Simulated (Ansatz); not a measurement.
# AsH (singlet): RKS PBE0, RPA-PBE over a scan of the distance As1–H2, aug-cc-pVDZ

Aim: run AsH (singlet) with these functionals over a scan of the distance As1–H2, and hold them against the top wave-function level at the same points.

Method: aug-cc-pVDZ, all electrons in the functionals, frozen cores in the correlation of double hybrids and RPA; program: Ansatz 0.2.0, Gaussian basis.

The runs, in order: RKS PBE0, RPA-PBE, at 1.204 Å; 1.409 Å; 1.529 Å; 1.672 Å; 1.830 Å; 2.097 Å; 2.501 Å; 2.862 Å; 3.384 Å; 4.120 Å; 5.162 Å.

22 further runs of the same task are left out: 1 for a known fault of the program, 15 that didn't finish, 6 set aside as unsound or not needed.

**1. What is computed**

The geometry derives from a PBE0/def2-TZVP stationary point (not a proven minimum). One bond is set to the value named and the two fragments are kept rigid. No spin-orbit coupling is included. The filled d shell of As may be among the frozen orbitals whatever the setting's name suggests; the logs give the count.

2 atoms, charge 0, spin multiplicity 1.

Atoms are counted from 1 here; the program's logs count them from 0.

Bond lengths: As1–H2 1.529 Å.

No dispersion term is added.

The geometry shown and the zero of energy belong to the point 1.529 Å. The yardstick, FCI, and other wave-function levels (R restricted, U unrestricted, valence and pair active spaces) come from earlier runs.

**2. RKS PBE0, 1.204 Å**

Input file in.yaml:

```yaml
crystal:
  periodic: [false, false, false]
  atoms:
    - {symbol: As, position_ang: [0.000000, 0.000000, 0.000000]}
    - {symbol: H, position_ang: [0.000000, 0.000000, 1.204000]}
basis:
  gaussian: {orbitals: aug-cc-pVDZ}
hamiltonian: {xc: {name: PBE0}}
```

Run with:

```console
ansatz run in.yaml --threads 1 --pin off --events-out ev --progress --plain --max-ram 2393MiB
```

Further steps of the session: RKS PBE0, 1.409 Å; RKS PBE0, 1.529 Å; RKS PBE0, 1.672 Å; RKS PBE0, 1.830 Å; RKS PBE0, 2.097 Å; RKS PBE0, 2.501 Å; RKS PBE0, 2.862 Å; RKS PBE0, 3.384 Å; RKS PBE0, 4.120 Å; RKS PBE0, 5.162 Å; RPA-PBE, 1.204 Å; RPA-PBE, 1.409 Å; RPA-PBE, 1.529 Å; RPA-PBE, 1.672 Å; RPA-PBE, 1.830 Å; RPA-PBE, 2.097 Å; RPA-PBE, 2.501 Å; RPA-PBE, 2.862 Å; RPA-PBE, 3.384 Å; RPA-PBE, 4.120 Å; RPA-PBE, 5.162 Å.

Q: Predict the results of all the runs planned. Wanted: span of the FCI curve; largest miss, RKS PBE0.

**Answer**, as computed:

| quantity | value |
| --- | --- |
| span of the FCI curve | 3.160 eV |
| largest miss, RKS PBE0 | +2.237 eV (5.162 Å) |

**Reading.** RKS PBE0 strays by up to 2.237 eV, at 5.162 Å. Functionals and the yardstick converge differently with the basis, so part of each miss in aug-cc-pVDZ is the basis.
